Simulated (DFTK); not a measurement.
Runs of DFTK 0.8.2 on BiTe. Symmetry: R-3m, No. 166, trigonal system. The conventional cell has a = 4.845 Å, b = 4.845 Å, c = 9.952 Å, α = 90.00°, β = 90.00°, γ = 120.00°. Bi (site symmetry -3m) is surrounded by 6 Te at 3.25 Å. Te (site symmetry -3m) is surrounded by 6 Bi at 3.25 Å. The cell comes from a database or a generator and needn't be the stable form of this composition.

```tsv
level	gap on the mesh (eV)	pressure (GPa)
WC	none	-2.4
PBE	none	0.0
PBEsol	none	-2.5
SCAN	none	(a)
BJ06	none	-
```

Alike in all rows: task band structure; potentials or basis SG15 1.2 (PBE); no spin polarisation; cell as given; k mesh 5 × 5 × 5; cutoff (eV) 1225; smearing fermi-dirac 0.05 eV.

Q: Estimate the missing entries.

A: (a) -2.6.

Caveats: spin-orbit coupling is left out, which moves the levels of the heavy elements; the potentials were made for another functional, which shifts forces and pressure (some runs); the program leaves the constant c of mgga_x_tb09 at 1, so the potential is Becke-Johnson's (BJ06) and not Tran and Blaha's, with levels but no total energy (some runs).

A k mesh can miss the band edges, and the runs leave out spin-orbit coupling on Bi, Te.

A gap of «none» marks a metal or a gap under the smearing width.
